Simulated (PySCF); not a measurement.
# CH₈BNO: geometry, NMR shifts, spin-spin couplings, electronic excitations and core binding energies

Wanted: the NMR shifts, spin-spin couplings, electronic excitations and core binding energies of CH₈BNO (`CO[BH2-][NH3+]`), by calculation.

Programs: PySCF 2.14.0, with density-fitted response routines of our own. Each step states its level of theory. These are calculated values for one molecule in the gas phase, unless marked as measured. Atoms are numbered from 0 throughout.

### Step 1. The molecule as given

12 atoms, charge 0, multiplicity 1; geometry from: GFN2-xTB.

Bonds of the start (Å): C0–O1 1.39, O1–B2 1.41, B2–N3 1.78, C0–H4 1.09, C0–H5 1.10, C0–H6 1.10, B2–H7 1.18, B2–H8 1.19, N3–H9 1.01, N3–H10 1.01, N3–H11 1.01.

### Step 2. Geometry optimisation at PBE0-D3(BJ)/def2-SVP

Job settings and geometry (Å):

```
{"job": {"xc": "PBE0", "basis": "def2-SVP", "d3": "d3bj", "grid": 1, "kind": "geom"}, "charge": 0, "multiplicity": 1}
C      1.696394     0.324001     0.080411
O      0.763154    -0.249817    -0.783106
B     -0.370644    -0.905501    -0.258567
N     -1.547329     0.398339     0.039226
H      2.638179     0.444196    -0.461107
H      1.873030    -0.300954     0.963993
H      1.372651     1.318157     0.427191
H     -0.913653    -1.544448    -1.094226
H     -0.266921    -1.398781     0.824823
H     -2.459185     0.008033     0.237629
H     -1.562138     0.941554    -0.814929
H     -1.222339     0.964535     0.812635
```

**Question.** This job is followed by: GIAO PBE0/pcSseg-1 NMR shielding, non-relativistic, gas phase; B3LYP/pcJ-1 indirect spin-spin coupling, non-relativistic, gas phase; TDDFT CAM-B3LYP/def2-SVPD, vertical, gas phase, core orbitals frozen in the response; GIAO B3LYP/pcSseg-2 NMR shielding, non-relativistic, gas phase; delta-SCF UKS SCAN, pcX-2 on the ionised atom, pcseg-1 elsewhere, spin-free X2C. What will the session give for the following? point group; rotational constants (main isotopes); 13C shifts against TMS (PBE0/pcSseg-1); 1H shifts against TMS (PBE0/pcSseg-1, means over atoms taken as alike); 17O shifts against H2O (PBE0/pcSseg-1); 11B shifts against BF3·OEt2 (PBE0/pcSseg-1); 15N shifts against NH3 (PBE0/pcSseg-1); largest coupling of the table (B3LYP/pcJ-1); lowest singlet (CAM-B3LYP/def2-SVPD); brightest single state of those computed; lowest triplet; vertical ionisation energy (ΔSCF); C1s binding energies, SCAN/pcX-2; O1s binding energies, SCAN/pcX-2; B1s binding energies, SCAN/pcX-2; N1s binding energies, SCAN/pcX-2; range of the shift of O1.

As calculated:

```
                                                              quantity                        value
                                                           point group                           C1
                                  rotational constants (main isotopes)        15.58, 4.57, 4.08 GHz
                                13C shifts against TMS (PBE0/pcSseg-1)                     57.5 ppm
1H shifts against TMS (PBE0/pcSseg-1, means over atoms taken as alike)         3.42, 3.12, 2.23 ppm
                                17O shifts against H2O (PBE0/pcSseg-1)                     25.5 ppm
                           11B shifts against BF3·OEt2 (PBE0/pcSseg-1)                     -3.7 ppm
                                15N shifts against NH3 (PBE0/pcSseg-1)                     48.0 ppm
                           largest coupling of the table (B3LYP/pcJ-1)      1J(C,H) C0–H4, 141.6 Hz
                                  lowest singlet (CAM-B3LYP/def2-SVPD)  6.09 eV (204 nm), f = 0.022
                              brightest single state of those computed  state 3, 7.42 eV, f = 0.067
                                                        lowest triplet                      5.94 eV
                                     vertical ionisation energy (ΔSCF)                      9.41 eV
                                      C1s binding energies, SCAN/pcX-2                 C0 291.63 eV
                                      O1s binding energies, SCAN/pcX-2                 O1 537.06 eV
                                      B1s binding energies, SCAN/pcX-2                 B2 195.04 eV
                                      N1s binding energies, SCAN/pcX-2                 N3 407.80 eV
                                              range of the shift of O1             25.5 to 28.8 ppm
```

**Reading.** The optimisation took 5 steps and gained 0.093 eV; among the close pairs (by a distance rule), B2–N3 changed most, from 1.781 to 1.688 Å. No frequency check was run at this level, so the end point may be a saddle. The most deshielded hydrogen is H4, H5, H6 (mean) (hydrogen on a methyl carbon bonded to O), at 3.42 ppm: its carbon carries O, which withdraws density. At PBE0/pcSseg-1: The largest span, 143 ppm, is at O1, where the paramagnetic term is -84 ppm. Of the pairs tabulated at B3LYP/pcJ-1, C0–H4 (mean over like pairs) couples most strongly (141.6 Hz; Fermi contact 140.4 Hz). Couplings across rotatable bonds belong to this one conformer; where others are populated, the observed values are averages. The lowest singlet, at 6.09 eV, is HOMO→LUMO 0.94 and is weak; of the 10 states computed, the strongest absorption comes from state 3 at 7.42 eV. The lowest triplet lies 0.15 eV below the lowest singlet (triplets in Tamm-Dancoff, singlets in full TDDFT). ΔSCF puts the ionisation energy at 9.41 eV, 0.95 eV above −ε(HOMO). In ppm, O1 moves most: its shift spreads over 3.3 ppm, from 25.5 (PBE0/pcSseg-1) to 28.8 (B3LYP/pcSseg-2).
